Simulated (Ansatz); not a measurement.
Debugging harmonic frequencies at the relaxed geometry of C₂H₂BBrS, SMILES S=C=CBBr (the Python package of Ansatz (0.2.0)).

The script, `c2h2bbrs_freq.py`:
```python
import itertools

import ansatz as az
from ase import Atoms
from ase.data import atomic_numbers, covalent_radii
import numpy as np

atoms = Atoms(["S", "C", "C", "B", "Br", "H", "H"], positions=[
    [-0.0998, 0.1298, 2.9874],
    [-0.294, 0.3073, 1.3753],
    [-0.438, 0.4213, 0.0689],
    [0.5117, -0.4803, -0.8656],
    [0.2556, -0.3218, -2.8632],
    [-1.0889, 1.1618, -0.337],
    [1.2146, -1.286, -0.4115],
])
geometry = az.Crystal.molecule_from_ase(atoms)

calculation = (
    geometry.calculation()
    .basis(gaussian="def2-SVP")
    .functional("pbe")
)
symbols = [site.symbol for site in geometry.cartesian_sites]
start = np.array([site.position_ang for site in geometry.cartesian_sites], dtype=float)
r = calculation.relax(force_tolerance=0.003, max_steps=30).run().report
end = np.array(r["positions_ang"])

radius = [covalent_radii[atomic_numbers[s]] for s in symbols]
span = lambda where, i, j: np.linalg.norm(where[i] - where[j])
bonded = [(i, j) for i, j in itertools.combinations(range(len(symbols)), 2) if min(span(start, i, j), span(end, i, j)) < 1.2 * (radius[i] + radius[j])]
print("pair        before    after (A)")
for i, j in bonded:
    print(f"{symbols[i]}{i}-{symbols[j]}{j}".ljust(10), f"{span(start, i, j):8.4f} {span(end, i, j):8.4f}")

minimum = az.Crystal.molecule()
for symbol, place in zip(symbols, end):
    minimum = minimum.atom(symbol, place.tolist())
vibrating = (
    minimum.calculation()
    .basis(gaussian="def2-SVP")
    .functional("pbe")
    .phonons(temperatures=(200, 600, 100))
)
vib = vibrating.run().report["vibrations"]
sums = vib["harmonic_sums"]
modes = [m["omega_inv_cm"] for m in sums["modes_at_gamma"] if m["rigid_motion"] == "no"]
for number, w in enumerate(modes, start=1):
    print(f"mode {number:2d} {w:9.1f} 1/cm {w / 8065.544 * 1000:8.2f} meV")
print("imaginary modes:", sum(w < 0 for w in modes), " zero-point energy:", round(sums["zero_point_energy_ev"], 4), "eV")
print("T (K)   F_vib (eV)   S_vib (meV/K)   C_vib (meV/K)")
for row in zip(sums["temperatures_k"], sums["vibrational_free_energy"], vib["entropy_ev_per_k"], vib["heat_capacity_ev_per_k"]):
    print(f"{row[0]:6.1f} {row[1]:11.4f} {1000 * row[2]:13.4f} {1000 * row[3]:15.4f}")
```

```console
$ python c2h2bbrs_freq.py
pair        before    after (A)
S0-C1        1.6334   1.5604
C1-C2        1.3192   1.3355
C2-B3        1.6088   1.5293
C2-H5        1.0662   1.1055
B3-Br4       2.0202   1.9238
B3-H6        1.1616   1.2111
mode  1      83.3 1/cm    10.32 meV
mode  2      94.0 1/cm    11.65 meV
mode  3     212.0 1/cm    26.29 meV
mode  4     452.3 1/cm    56.08 meV
mode  5     459.3 1/cm    56.94 meV
mode  6     642.3 1/cm    79.63 meV
mode  7     696.5 1/cm    86.36 meV
mode  8     764.9 1/cm    94.84 meV
mode  9     850.1 1/cm   105.40 meV
mode 10     992.0 1/cm   122.99 meV
mode 11    1014.0 1/cm   125.72 meV
mode 12    1224.9 1/cm   151.87 meV
mode 13    1765.1 1/cm   218.85 meV
mode 14    2600.1 1/cm   322.37 meV
mode 15    3084.2 1/cm   382.39 meV
imaginary modes: 0  zero-point energy: 0.9259 eV
T (K)   F_vib (eV)   S_vib (meV/K)   C_vib (meV/K)
Traceback (most recent call last):
  File "c2h2bbrs_freq.py", line 52, in <module>
    for row in zip(sums["temperatures_k"], sums["vibrational_free_energy"], vib["entropy_ev_per_k"], vib["heat_capacity_ev_per_k"]):
                                           ~~~~^^^^^^^^^^^^^^^^^^^^^^^^^^^
KeyError: 'vibrational_free_energy'
```

Why does it end like this?

The fault: the report has no such key (the free energy stands under free_energy_ev). The cap on steps that the faulty run carried goes too. The change:

The script, `c2h2bbrs_freq.py`:
```python
import itertools

import ansatz as az
from ase import Atoms
from ase.data import atomic_numbers, covalent_radii
import numpy as np

atoms = Atoms(["S", "C", "C", "B", "Br", "H", "H"], positions=[
    [-0.0998, 0.1298, 2.9874],
    [-0.294, 0.3073, 1.3753],
    [-0.438, 0.4213, 0.0689],
    [0.5117, -0.4803, -0.8656],
    [0.2556, -0.3218, -2.8632],
    [-1.0889, 1.1618, -0.337],
    [1.2146, -1.286, -0.4115],
])
geometry = az.Crystal.molecule_from_ase(atoms)

calculation = (
    geometry.calculation()
    .basis(gaussian="def2-SVP")
    .functional("pbe")
)
symbols = [site.symbol for site in geometry.cartesian_sites]
start = np.array([site.position_ang for site in geometry.cartesian_sites], dtype=float)
r = calculation.relax(force_tolerance=0.003).run().report
end = np.array(r["positions_ang"])

radius = [covalent_radii[atomic_numbers[s]] for s in symbols]
span = lambda where, i, j: np.linalg.norm(where[i] - where[j])
bonded = [(i, j) for i, j in itertools.combinations(range(len(symbols)), 2) if min(span(start, i, j), span(end, i, j)) < 1.2 * (radius[i] + radius[j])]
print("pair        before    after (A)")
for i, j in bonded:
    print(f"{symbols[i]}{i}-{symbols[j]}{j}".ljust(10), f"{span(start, i, j):8.4f} {span(end, i, j):8.4f}")

minimum = az.Crystal.molecule()
for symbol, place in zip(symbols, end):
    minimum = minimum.atom(symbol, place.tolist())
vibrating = (
    minimum.calculation()
    .basis(gaussian="def2-SVP")
    .functional("pbe")
    .phonons(temperatures=(200, 600, 100))
)
vib = vibrating.run().report["vibrations"]
sums = vib["harmonic_sums"]
modes = [m["omega_inv_cm"] for m in sums["modes_at_gamma"] if m["rigid_motion"] == "no"]
for number, w in enumerate(modes, start=1):
    print(f"mode {number:2d} {w:9.1f} 1/cm {w / 8065.544 * 1000:8.2f} meV")
print("imaginary modes:", sum(w < 0 for w in modes), " zero-point energy:", round(sums["zero_point_energy_ev"], 4), "eV")
print("T (K)   F_vib (eV)   S_vib (meV/K)   C_vib (meV/K)")
for row in zip(sums["temperatures_k"], sums["vibrational_free_energy_ev"], vib["entropy_ev_per_k"], vib["heat_capacity_ev_per_k"]):
    print(f"{row[0]:6.1f} {row[1]:11.4f} {1000 * row[2]:13.4f} {1000 * row[3]:15.4f}")
```

With that change:

```console
$ python c2h2bbrs_freq.py
pair        before    after (A)
S0-C1        1.6334   1.5604
C1-C2        1.3192   1.3355
C2-B3        1.6088   1.5293
C2-H5        1.0662   1.1055
B3-Br4       2.0202   1.9238
B3-H6        1.1616   1.2111
mode  1      83.3 1/cm    10.32 meV
mode  2      94.0 1/cm    11.65 meV
mode  3     212.0 1/cm    26.29 meV
mode  4     452.3 1/cm    56.08 meV
mode  5     459.3 1/cm    56.94 meV
mode  6     642.3 1/cm    79.63 meV
mode  7     696.5 1/cm    86.36 meV
mode  8     764.9 1/cm    94.84 meV
mode  9     850.1 1/cm   105.40 meV
mode 10     992.0 1/cm   122.99 meV
mode 11    1014.0 1/cm   125.72 meV
mode 12    1224.9 1/cm   151.87 meV
mode 13    1765.1 1/cm   218.85 meV
mode 14    2600.1 1/cm   322.37 meV
mode 15    3084.2 1/cm   382.39 meV
imaginary modes: 0  zero-point energy: 0.9259 eV
T (K)   F_vib (eV)   S_vib (meV/K)   C_vib (meV/K)
 200.0      0.8939        0.3527          0.3718
 300.0      0.8494        0.5367          0.5433
 400.0      0.7868        0.7128          0.6814
 500.0      0.7073        0.8765          0.7852
 600.0      0.6120        1.0270          0.8643
```

The frequencies are harmonic and unscaled, in a modest basis. The result belongs to the one conformer reached from this start, and soft torsions count as harmonic oscillators. Finished in 2.2 min on 1 thread of Arm Neoverse V1, on a shared host, peak memory 0.22 GiB.

(Lines on the test bed's own set-up are left out of the output.)
